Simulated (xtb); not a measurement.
**GFN1-xTB run of GeSi3H9Br (SMILES [SiH3][SiH](Br)[SiH2][GeH3])**

Wanted: a geometry optimisation of GeSi3H9Br. 

Program for the calculation: xtb 6.7.1.

2 further runs of the same task are left out: 2 set aside as unsound or not needed.

### 1 The structure to begin with

The species is GeSi3H9Br (14 atoms), meant as a singlet with charge 0. SMILES: `[SiH3][SiH](Br)[SiH2][GeH3]`. Geometry: a GFN2-xTB relaxation, a rough one for these elements and not checked as a minimum. This is one conformer, not always the lowest. The run starts from this shape.

Bond lengths: Si1–Si2 2.328 Å, Si2–Br3 2.270 Å, Si2–Si4 2.336 Å, Si4–Ge5 2.339 Å, Si1–H6 1.462 Å, Si1–H7 1.464 Å, Si1–H8 1.464 Å, Si2–H9 1.470 Å, Si4–H10 1.467 Å, Si4–H11 1.470 Å, Ge5–H12 1.497 Å, Ge5–H13 1.498 Å, Ge5–H14 1.503 Å. Some angles: Si1–Si2–Br3 107.2°, Si1–Si2–Si4 119.4°, Br3–Si2–Si4 105.6°, Si2–Si4–Ge5 111.0°, Si1–Si2–H9 112.6°, Br3–Si2–H9 98.5°, Si4–Si2–H9 111.1°, Si2–Si1–H6 113.3°, Si2–Si1–H7 107.5°, Si2–Si1–H8 110.0°.

### 2 A geometry optimisation at GFN1-xTB

coord

```
$coord
     -4.128881506956      1.968452114978      1.347677083038  si
      0.139027150989      1.655362290650      2.371322827487  si
      0.492424833555     -1.338171760631      5.424610018828  br
      3.036657601445      0.506730060318     -0.755115662139  si
      1.738718110007     -3.164781032695     -2.846003132731  ge
     -5.729555123559      2.583293406886      3.513246530076  h
     -4.387603910679      3.973923964737     -0.541727788146  h
     -5.014558347046     -0.409806007386      0.247610814110  h
      1.051859355489      3.837958170070      3.827016655808  h
      5.603699363659      0.161571583656      0.231132402303  h
      3.152478915623      2.611922757674     -2.562430830470  h
      1.323337410553     -5.417164497897     -1.185217328104  h
      3.465719918041     -4.113196780122     -4.879650799009  h
     -0.743285976599     -2.856094270237     -4.192470791050  h
$end
```

Run with:

```sh
$ xtb -c 0 -o vtight --gfn1 -- coord > out.txt 2> xtb.err
```

What values should one expect? Wanted: total energy at the end; dipole moment; HOMO energy; LUMO energy; HOMO–LUMO gap; dispersion energy.

Computed results:

At GFN1-xTB:

| quantity | value |
| --- | --- |
| total energy at the end | -15.99953 Eh |
| dipole moment | 3.17 D |
| HOMO energy | -11.32 eV |
| LUMO energy | -8.11 eV |
| HOMO–LUMO gap | 3.21 eV |
| dispersion energy | -18.63 kJ/mol |

What this shows: At the final geometry: Bond lengths: Si1–Si2 2.331 Å, Si2–Br3 2.276 Å, Si2–Si4 2.361 Å, Si4–Ge5 2.358 Å, Si1–H6 1.464 Å, Si1–H7 1.463 Å, Si1–H8 1.464 Å, Si2–H9 1.471 Å, Si4–H10 1.478 Å, Si4–H11 1.476 Å, Ge5–H12 1.497 Å, Ge5–H13 1.498 Å, Ge5–H14 1.497 Å. Some angles: Si1–Si2–Br3 105.3°, Si1–Si2–Si4 123.6°, Br3–Si2–Si4 103.2°, Si2–Si4–Ge5 112.1°, Si1–Si2–H9 109.9°, Br3–Si2–H9 103.8°, Si4–Si2–H9 108.9°, Si2–Si1–H6 112.3°, Si2–Si1–H7 116.7°, Si2–Si1–H8 112.9°. The optimisation took 98 steps and changed the energy by -0.147 eV.
